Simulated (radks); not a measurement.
**Spin polarisation of the 4d shell in Mo**

How much does Mo gain by aligning the spins in its 4d shell? The moment is raised step by step from zero.

Program: radks (a radial shooting solver on a logarithmic mesh, Libxc functionals) version 1. Level of theory: scalar-relativistic Kohn-Sham, SCAN, spin-polarised, spherical densities, finite nucleus. These are calculated values, not measurements, unless marked.

## (1) The system

```
element            : molybdenum (Z = 42)
charge             : 0
electrons          : 42
configuration      : [Kr] 4d(up 2.5, down 2.5) 5s(up 0.5, down 0.5)
nuclear rms radius : 4.4091 fm
```

A shell typed twice in an input gives spin up, then spin down.

## (2) No moment

Input:

```text
Z 42
configuration [Kr] 4d2.5 4d2.5 5s0.5 5s0.5
relativity scalar-relativistic
functional scan,scan
spin polarised
nucleus finite rms 4.4091 fm
c 137.035999084
```

## (3) moment 1 in 4d

Input:

```text
Z 42
configuration [Kr] 4d3 4d2 5s0.5 5s0.5
relativity scalar-relativistic
functional scan,scan
spin polarised
nucleus finite rms 4.4091 fm
c 137.035999084
```

## (4) moment 2 in 4d

Input:

```text
Z 42
configuration [Kr] 4d3.5 4d1.5 5s0.5 5s0.5
relativity scalar-relativistic
functional scan,scan
spin polarised
nucleus finite rms 4.4091 fm
c 137.035999084
```

## (5) moment 3 in 4d

Input:

```text
Z 42
configuration [Kr] 4d4 4d1 5s0.5 5s0.5
relativity scalar-relativistic
functional scan,scan
spin polarised
nucleus finite rms 4.4091 fm
c 137.035999084
```

## (6) moment 4 in 4d

Input:

```text
Z 42
configuration [Kr] 4d4.5 4d0.5 5s0.5 5s0.5
relativity scalar-relativistic
functional scan,scan
spin polarised
nucleus finite rms 4.4091 fm
c 137.035999084
```

## (7) moment 5 in 4d

Input:

```text
Z 42
configuration [Kr] 4d5 4d0 5s0.5 5s0.5
relativity scalar-relativistic
functional scan,scan
spin polarised
nucleus finite rms 4.4091 fm
c 137.035999084
```

**Question.** What will these runs give? Wanted: for each run, moment; E − E(0); ε(4d up); ε(4d down); splitting.

**Answer**, as computed:

| moment (μB) | E − E(0) (eV) | ε(4d up) (eV) | ε(4d down) (eV) | splitting (eV) |
| --- | --- | --- | --- | --- |
| 0 | 0.000 | -3.733 | -3.733 | 0.000 |
| 1 | -0.202 | -4.101 | -3.317 | 0.783 |
| 2 | -0.799 | -4.418 | -2.850 | 1.568 |
| 3 | -1.778 | -4.677 | -2.315 | 2.362 |
| 4 | -3.151 | -4.873 | -1.729 | 3.144 |

What this shows: At a moment of 4 μB the energy has fallen by 3.15 eV and the 4d levels split by 3.14 eV, 0.786 eV per μB. The Stoner form E = −I m²/4 would give I = 0.788 eV. The energy falls at every step.
